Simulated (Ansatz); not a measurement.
The system is Ta3AsAu2O13.

```
Ta As Au O
1.0
     6.43030   -1.94333   -0.00483
     6.43030    1.94333   -0.00483
    -2.54785    0.00000   10.68617
Ta As Au O
3 1 2 13
Direct
  0.42174 0.42174 0.35289
  0.60514 0.60514 0.67616
  0.33575 0.33575 0.98865
  0.62199 0.62199 0.00347
  0.71608 0.71608 0.34780
  0.30523 0.30523 0.63263
  0.69967 0.69967 0.15479
  0.56266 0.56266 0.34673
  0.27377 0.27377 0.44492
  0.32994 0.32994 0.81777
  0.48263 0.48263 0.55126
  0.75351 0.75351 0.62745
  0.36278 0.36278 0.18289
  0.87969 0.87969 0.36594
  0.57427 0.57427 0.83568
  0.11671 0.11671 0.67068
  0.49325 0.49325 0.03078
  0.16601 0.16601 0.98717
  0.79918 0.79918 0.98234
```

The cell was built by a generator and needn't be a form met in nature.

Base run:

| Quantity | Value |
| --- | --- |
| Program | Ansatz 0.2.0 |
| Functional | PBE |
| Potentials or basis | JTH PAW |
| Cutoff | 1380 eV (not typed: the program's choice for these potentials) |
| k mesh | 7 × 7 × 3 |
| Occupations | fermi-dirac, width 0.05 eV |
| Spin | no spin polarisation |

Its results: band gap on the k mesh none (metal or under the smearing width); pressure 0.9 GPa; largest force 0.235 eV/Å.

**Question.** The run is repeated on the same cell with these changes: potentials or basis from JTH PAW to Ansatz PAW; cutoff from 1380 eV (not typed: the program's choice for these potentials) to 420 eV (not typed: the program's choice for these potentials); valence electrons from 154 to 170. What comes out?

**Answer.** Band gap on the k mesh none (metal or under the smearing width); pressure 0.0 GPa; largest force 0.012 eV/Å.

Caveats: spin-orbit coupling is left out, which moves the levels of the heavy elements (some runs).
